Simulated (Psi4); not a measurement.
# SiBrCl3 (bromotrichlorosilane) at 5 levels

Aim: a comparison of 5 runs (HF/STO-3G, HF/3-21G, HSE06/cc-pVDZ, TPSSh/cc-pVDZ, B3LYP/6-31G*) of SiBrCl3 (bromotrichlorosilane). 

The calculation is run with Psi4 1.11.

2 further runs of the same task are left out: 2 that didn't finish.

### Step 1. The molecule

SiBrCl3: 5 atoms, total charge 0, spin state singlet. As SMILES, `Cl[Si](Cl)(Cl)Br`. The Si2–Cl3 distance was set to 4.451 Å, away from the relaxed value. At this shape a bond of the SMILES string is far longer than usual.

Bond lengths: Cl1–Si2 2.023 Å, Si2–Cl4 2.023 Å, Si2–Br5 2.188 Å. Angles: Cl1–Si2–Cl4 109.3°, Cl1–Si2–Br5 109.7°, Cl4–Si2–Br5 109.7°.

### Step 2. The energy at HF/STO-3G (run 1)

Contents of brcl3si.xyz:

```xyz
5
BrCl3Si
Cl    -2.877418     1.121018     1.888800
Si    -2.021118     1.296118     0.064000
Cl     1.690500    -1.158200    -0.059200
Cl    -3.310218     0.629018    -1.345600
Br    -1.530118     3.393118    -0.320700
```

Contents of calc.py:

```python
import psi4

psi4.set_memory('1600 MB')
psi4.set_num_threads(1)
psi4.core.set_output_file('psi4.out', False)

with open('brcl3si.xyz') as f:
    atoms = ''.join(f.readlines()[2:])
mol = psi4.geometry('0 1\n' + atoms + 'symmetry c1')

options = {'basis': 'STO-3G', 'puream': True, 'e_convergence': 1e-09, 'd_convergence': 1e-08, 'scf_type': 'pk'}
psi4.set_options(options)

e, wfn = psi4.energy("scf", molecule=mol, return_wfn=True)
print(f'total energy {e:.8f} hartree = {e * 27.211386:.5f} eV')
```

On the command line:

```console
$ python calc.py
```

psi4.out:

```text
[...]
  Running in c1 symmetry.
[...]
  Nuclear repulsion =  612.892779205879151
[...]
  Multiplicity = 1
[...]
  Nalpha       = 50
  Nbeta        = 50
[...]
    Number of basis functions: 54
[...]
   @RHF iter   1: -4193.56545370755885   -2.10131e+00   9.44344e-03 DIIS/ADIIS
[...]
   @RHF iter  49: -4193.93818851320793   -4.54747e-12   7.72818e-09 DIIS
[...]
    Orbital Energies [Eh]
    ---------------------
    Doubly Occupied:
       1A   -484.578496     2A   -103.771258     3A   -103.771254
       4A   -103.499742     5A    -68.232418     6A    -63.304584
       7A    -57.854535     8A    -57.852426     9A    -57.852238
      10A    -10.457175    11A    -10.457033    12A    -10.201534
      13A     -9.250197    14A     -7.901083    15A     -7.900902
      16A     -7.895267    17A     -7.895213    18A     -7.894960
      19A     -7.894873    20A     -7.644531    21A     -7.640847
      22A     -7.640845    23A     -7.001621    24A     -6.989083
      25A     -6.988121    26A     -6.207473    27A     -4.230501
      28A     -4.230419    29A     -4.228717    30A     -2.358043
      31A     -2.354102    32A     -2.353117    33A     -2.341353
      34A     -2.341334    35A     -1.136249    36A     -1.089552
[...]
  @RHF Final Energy: -4193.93818851320793
   => Energetics <=
    Nuclear Repulsion Energy =            612.8927792058791510
    One-Electron Energy =               -7068.8173028249029812
    Two-Electron Energy =                2261.9863351058152148
    Total Energy =                      -4193.9381885132079333
[...]
 Multipole Moments:
 ------------------------------------------------------------------------------------
     Multipole            Electronic (a.u.)      Nuclear  (a.u.)        Total (a.u.)
 ------------------------------------------------------------------------------------
 L = 1.  Multiply by 2.5417464519 to convert [e a0] to [Debye]
 Dipole X            :         -1.3775894           -0.6476375           -2.0252269
 Dipole Y            :         13.9151642          -12.0090282            1.9061361
 Dipole Z            :         -1.9326374            1.9135905           -0.0190469
 Magnitude           :                                                    2.7812338
[...]
```

The script printed:

```text
total energy -4193.93818851 hartree = -114122.87091 eV
```

Run time: 1.8 s. Hardware: 1 thread of Intel Xeon 6975P-C (Granite Rapids), shared host; peak memory 0.21 GiB.

### Step 3. Energy and gradient at HF/3-21G (run 2)

Contents of run.py:

```python
import psi4

psi4.set_memory(1600000000)
psi4.set_num_threads(1)
psi4.set_output_file('output.dat', False)

molecule = psi4.geometry("""
Cl    -2.877418     1.121018     1.888800
Si    -2.021118     1.296118     0.064000
Cl     1.690500    -1.158200    -0.059200
Cl    -3.310218     0.629018    -1.345600
Br    -1.530118     3.393118    -0.320700
symmetry c1
""")

psi4.set_options({
    'basis': '3-21G',
    'puream': True,
    'e_convergence': 1e-09,
    'd_convergence': 1e-08,
    'scf_type': 'pk',
})

E = psi4.gradient("hf")
print('gradient / Eh bohr^-1')
print(E.np.round(6))
```

On the command line:

```console
$ python run.py
```

output.dat:

```text
[...]
  Running in c1 symmetry.
[...]
  Nuclear repulsion =  612.892779205879151
[...]
  Multiplicity = 1
[...]
  Nalpha       = 50
  Nbeta        = 50
[...]
    Number of basis functions: 74
[...]
   @RHF iter   1: -4219.01890145647576   -1.41649e+00   7.53915e-03 ADIIS/DIIS
[...]
   @RHF iter  17: -4219.27676142450400   -1.00044e-11   5.10560e-09 DIIS
[...]
    Orbital Energies [Eh]
    ---------------------
    Doubly Occupied:
       1A   -486.881721     2A   -104.207311     3A   -104.207240
       4A   -104.023246     5A    -68.552994     6A    -64.890298
       7A    -58.078290     8A    -58.076615     9A    -58.076501
      10A    -10.603666    11A    -10.603404    12A    -10.411109
      13A     -9.886026    14A     -8.066484    15A     -8.066353
      16A     -8.061920    17A     -8.061919    18A     -8.061750
      19A     -8.061636    20A     -7.874340    21A     -7.872117
      22A     -7.872116    23A     -7.467439    24A     -7.457140
      25A     -7.456463    26A     -6.359644    27A     -4.454797
      28A     -4.454522    29A     -4.451684    30A     -3.196069
      31A     -3.192361    32A     -3.191499    33A     -3.180624
      34A     -3.180608    35A     -1.244961    36A     -1.201369
[...]
  @RHF Final Energy: -4219.27676142450400
   => Energetics <=
    Nuclear Repulsion Energy =            612.8927792058791510
    One-Electron Energy =               -7085.3750606691546636
    Two-Electron Energy =                2253.2055200387712830
    Total Energy =                      -4219.2767614245040022
[...]
 Multipole Moments:
 ------------------------------------------------------------------------------------
     Multipole            Electronic (a.u.)      Nuclear  (a.u.)        Total (a.u.)
 ------------------------------------------------------------------------------------
 L = 1.  Multiply by 2.5417464519 to convert [e a0] to [Debye]
 Dipole X            :         -2.1624971           -0.6476375           -2.8101346
 Dipole Y            :         14.3664506          -12.0090282            2.3574225
 Dipole Z            :         -1.8962773            1.9135905            0.0173132
 Magnitude           :                                                    3.6680508
[...]
  -Total Gradient:
     Atom            X                  Y                   Z
    ------   -----------------  -----------------  -----------------
       1        0.009902911839     0.011894148828    -0.040869212295
       2       -0.032305449672     0.003800656572     0.003740925918
       3        0.020639171905    -0.013720001879    -0.000673979668
       4        0.019606055475     0.022923647383     0.031627545871
       5       -0.017842689518    -0.024898450980     0.006174720306
[...]
```

On the terminal:

```text
gradient / Eh bohr^-1
[[ 0.009903  0.011894 -0.040869]
 [-0.032305  0.003801  0.003741]
 [ 0.020639 -0.01372  -0.000674]
 [ 0.019606  0.022924  0.031628]
 [-0.017843 -0.024898  0.006175]]
```

It took 2.5 s on 1 thread of Intel Xeon 6975P-C (Granite Rapids), shared host; peak memory 0.25 GiB.

### Step 4. The energy at HSE06/cc-pVDZ (run 3)

Contents of input.json:

```json
{
  "schema_name": "qcschema_input",
  "schema_version": 1,
  "molecule": {
    "schema_name": "qcschema_molecule",
    "schema_version": 2,
    "symbols": ["Cl", "Si", "Cl", "Cl", "Br"],
    "geometry": [-5.43753197, 2.118417, 3.5693147, -3.81935949, 2.44930805, 0.12094247, 3.19458201, -2.1886808, -0.11187179, -6.25540543, 1.18867175, -2.54281547, -2.89150396, 6.41206373, -0.60603517],
    "molecular_charge": 0,
    "molecular_multiplicity": 1,
    "fix_symmetry": "c1"
  },
  "driver": "energy",
  "model": {
    "method": "hse06",
    "basis": "cc-pVDZ"
  },
  "keywords": {
    "puream": true,
    "e_convergence": 1e-09,
    "d_convergence": 1e-08,
    "scf_type": "pk",
    "dft_radial_points": 99,
    "dft_spherical_points": 590,
    "scf_properties": ["LOWDIN_CHARGES", "MAYER_INDICES", "QUADRUPOLE"]
  }
}
```

On the command line:

```console
$ psi4 --qcschema input.json -n 1 --memory 1600MB
```

stdout:

```text
[...]
  Running in c1 symmetry.
[...]
  Nuclear repulsion =  612.892779808019554
[...]
  Multiplicity = 1
[...]
  Nalpha       = 50
  Nbeta        = 50
[...]
    Number of basis functions: 99
[...]
   @RKS iter   1: -4243.12829084464101   -1.13900e+00   7.16355e-03 ADIIS/DIIS
[...]
   @RKS iter  34: -4243.43070180665381    0.00000e+00   6.05447e-09 DIIS
[...]
    Orbital Energies [Eh]
    ---------------------
    Doubly Occupied:
       1A   -483.344947     2A   -101.775197     3A   -101.775196
       4A   -101.646286     5A    -66.442767     6A    -62.740650
       7A    -56.506146     8A    -56.503842     9A    -56.503539
      10A     -9.586691    11A     -9.586659    12A     -9.450892
      13A     -8.851869    14A     -7.317473    15A     -7.317471
      16A     -7.310931    17A     -7.310930    18A     -7.310183
      19A     -7.310182    20A     -7.184350    21A     -7.174481
      22A     -7.174480    23A     -6.658224    24A     -6.649024
      25A     -6.647969    26A     -5.494245    27A     -3.828602
      28A     -3.827966    29A     -3.827709    30A     -2.737659
      31A     -2.735131    32A     -2.734276    33A     -2.726792
      34A     -2.726774    35A     -0.927104    36A     -0.896522
[...]
  @RKS Final Energy: -4243.43070180665381
   => Energetics <=
    Nuclear Repulsion Energy =            612.8927798080195544
    One-Electron Energy =               -7109.3034401209824864
    Two-Electron Energy =                2402.5351739338752850
    DFT Exchange-Correlation Energy =    -149.5552154275660826
    Empirical Dispersion Energy =           0.0000000000000000
    VV10 Nonlocal Energy =                  0.0000000000000000
    Total Energy =                      -4243.4307018066538149
[...]
 Multipole Moments:
 ------------------------------------------------------------------------------------
     Multipole            Electronic (a.u.)      Nuclear  (a.u.)        Total (a.u.)
 ------------------------------------------------------------------------------------
 L = 1.  Multiply by 2.5417464519 to convert [e a0] to [Debye]
 Dipole X            :         -1.7410258           -0.6476375           -2.3886633
 Dipole Y            :         13.7764894          -12.0090282            1.7674612
 Dipole Z            :         -1.8629078            1.9135905            0.0506827
 Magnitude           :                                                    2.9719018
 L = 2.  Multiply by 1.3450342976 to convert [e a0^2] to [Debye ang]
 Quadrupole XX       :      -1005.4652491          943.3130338          -62.1522152
 Quadrupole XY       :        400.9278638         -390.0937331           10.8341307
[...]
```

The result, in JSON:

```text
{
 "driver": "energy",
 "model": {
  "method": "hse06",
  "basis": "cc-pVDZ"
 },
 "success": true,
 "return_result": -4243.430701806654,
 "properties": {
  "calcinfo_nbasis": 99,
  "calcinfo_nmo": 99,
  "calcinfo_nalpha": 50,
  "calcinfo_nbeta": 50,
  "calcinfo_natom": 5,
  "nuclear_repulsion_energy": 612.8927798080196,
  "return_energy": -4243.430701806654,
  "scf_one_electron_energy": -7109.3034401209825,
  "scf_two_electron_energy": 2402.5351739338753,
  "scf_xc_energy": -149.55521542756608,
  "scf_dipole_moment": [-2.3886632840396507, 1.7674612304400714, 0.05068269516155577],
  "scf_total_energy": -4243.430701806654,
  "scf_iterations": 34
 }
}
```

Wall time 1.8 min (1 thread of Intel Xeon 6975P-C (Granite Rapids), shared host); peak memory 0.99 GiB.

Run 4 isn't shown in full; the table further down has it.

### Step 5. A single-point energy at B3LYP/6-31G(d) (spherical functions) (run 5)

Contents of calc.dat:

```
memory 1600 MB

molecule m {
  0 1
  Cl
  Si 1 2.023315
  Cl 2 4.4514 1 109.27652
  Cl 2 2.023308 1 109.278 3 119.53036
  Br 2 2.187803 4 109.66423 1 -120.23664
  symmetry c1
  no_reorient
  no_com
}

set {
  basis                6-31G*
  puream               true
  e_convergence        1e-09
  d_convergence        1e-08
  scf_type             pk
  dft_radial_points    99
  dft_spherical_points 590
}

E, wfn = energy('b3lyp', return_wfn=True)
oeprop(wfn, 'MULLIKEN_CHARGES', 'DIPOLE', 'LOWDIN_CHARGES', title='B3LYP')
print_variables()
```

On the command line:

```console
$ psi4 -i calc.dat -o calc.out -n 1
```

calc.out (excerpt; [...] marks lines left out):

```text
[...]
  Running in c1 symmetry.
[...]
  Nuclear repulsion =  612.892822798098564
[...]
  Multiplicity = 1
[...]
  Nalpha       = 50
  Nbeta        = 50
[...]
    Number of basis functions: 104
[...]
   @RKS iter   1: -4243.48846384051103   -1.03974e+00   1.44007e-02 ADIIS/DIIS
[...]
   @RKS iter  56: -4243.96466706798856   -1.81899e-12   2.52064e-09 DIIS
[...]
  @RKS Final Energy: -4243.96466706798856
   => Energetics <=
    Nuclear Repulsion Energy =            612.8928227980985639
    One-Electron Energy =               -7108.9474951605034221
    Two-Electron Energy =                2410.6548801697576891
    DFT Exchange-Correlation Energy =    -158.5648748753416726
    Empirical Dispersion Energy =           0.0000000000000000
    VV10 Nonlocal Energy =                  0.0000000000000000
    Total Energy =                      -4243.9646670679885574
[...]
 Multipole Moments:
 ------------------------------------------------------------------------------------
     Multipole            Electronic (a.u.)      Nuclear  (a.u.)        Total (a.u.)
 ------------------------------------------------------------------------------------
 L = 1.  Multiply by 2.5417464519 to convert [e a0] to [Debye]
 Dipole X            :         -9.2931865            9.1416381           -0.1515485
 Dipole Y            :         10.1846838           -7.4492719            2.7354119
 Dipole Z            :          2.1761219           -3.0392054           -0.8630835
 Magnitude           :                                                    2.8723437
[...]
  Mulliken Charges: (a.u.)
   Center  Symbol    Alpha    Beta     Spin     Total
       1    CL     8.54020  8.54020  0.00000 -0.08040
       2    SI     6.72016  6.72016  0.00000  0.55968
       3    CL     8.67680  8.67680  0.00000 -0.35360
       4    CL     8.54020  8.54020  0.00000 -0.08039
       5    BR    17.52264 17.52264  0.00000 -0.04529
   Total alpha = 50.00000, Total beta = 50.00000, Total charge =  0.00000
  Lowdin Charges: (a.u.)
   Center  Symbol    Alpha    Beta     Spin     Total
       1    CL     8.50995  8.50995  0.00000 -0.01990
[...]
```

Wall time 32 s (1 thread of Intel Xeon 6975P-C (Granite Rapids), shared host); peak memory 0.68 GiB.

### Step 6. The series

```csv
run,level,task,integration grid,energy (Eh),dipole moment (D),HOMO energy (eV),LUMO energy (eV),wall time
1,HF/STO-3G,energy,–,-4193.938189,7.07,-5.76,-2.16,1.8 s
2,HF/3-21G,gradient,–,-4219.276761,9.32,-8.72,-4.42,2.5 s
3,HSE06/cc-pVDZ,energy,99 radial × 590 angular,-4243.430702,7.55,-6.80,-6.22,1.8 min
4,TPSSh/cc-pVDZ,gradient,99 radial × 590 angular,-4244.228644,7.26,-6.52,-6.11,3.2 min
5,B3LYP/6-31G* (spherical functions),energy,99 radial × 590 angular,-4243.964667,7.30,-7.08,-6.11,32 s
```

### Step 7. Outcome

| quantity | value |
| --- | --- |
| run 5: total energy | -4243.96467 Eh |
| run 5: dipole moment | 7.30 D |
| run 5: HOMO energy | -7.08 eV |
| run 5: LUMO energy | -6.11 eV |
| run 5: HOMO–LUMO gap | 0.97 eV |

What this shows: The dipole moment (its size) runs from 7.07 D (HF/STO-3G) to 9.32 D (HF/3-21G). The HOMO–LUMO gap runs from 0.40 eV (TPSSh/cc-pVDZ) to 4.30 eV (HF/3-21G). The two ends differ in method and basis. Totals of different functionals can't be ranked against each other. In run 1 the basis is minimal, so the values are rough. In runs 1, 2, 3, 4, 5 a closed-shell determinant meets a far-stretched bond, which it describes badly. All runs together took 5.6 min, the longest 3.2 min.
